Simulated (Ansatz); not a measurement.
## AgRh under changes of volume

One of the cells (16.064 Å³/atom); the others are scaled copies at fixed shape and fractional positions:

```
Ag Rh
1.0
     2.77759    0.00000    0.00000
    -1.38879    2.40546    0.00000
     0.00000    0.00000    4.80860
Ag Rh
1 1
Direct
  0.00000 0.00000 0.50000
  0.66667 0.33333 0.00000
```

The cell comes from a database or a generator and needn't be the stable form of this composition.

- Program: Ansatz 0.2.0
- Functional: PBE
- Potentials or basis: Ansatz PAW earlier set
- Cutoff: 540 eV (not typed: the program's choice for these potentials)
- k mesh: 11 × 11 × 6
- Occupations: fermi-dirac, width 0.05 eV
- Spin: no spin polarisation

```tsv
volume (Å³/atom)	energy over the lowest point (meV/atom)	pressure (GPa)
15.100	17.50	8.4
15.421	?	?
15.743	0.00	0.8
16.064	1.72	-2.3
16.385	9.28	-5.0
16.707	21.97	-7.4
17.028	39.13	-9.5
```

Task: What does the run at 15.421 Å³/atom give?

Result: Energy over the lowest point 4.95 meV/atom; pressure 4.4 GPa.

Worked out: A Birch-Murnaghan fit of order 3 (a polynomial in V^(-2/3)) to the other rows has its minimum at 15.81 Å³/atom with B0 = V·E''(V) = 159 GPa and B' = 5.5 at fixed shape and positions, which overstates the stiffness. It gives 4.96 meV/atom at 15.421 Å³/atom, against the run's 4.95, and -dE/dV = 4.3 GPa, against 4.4.

Energies are extrapolated to zero smearing.
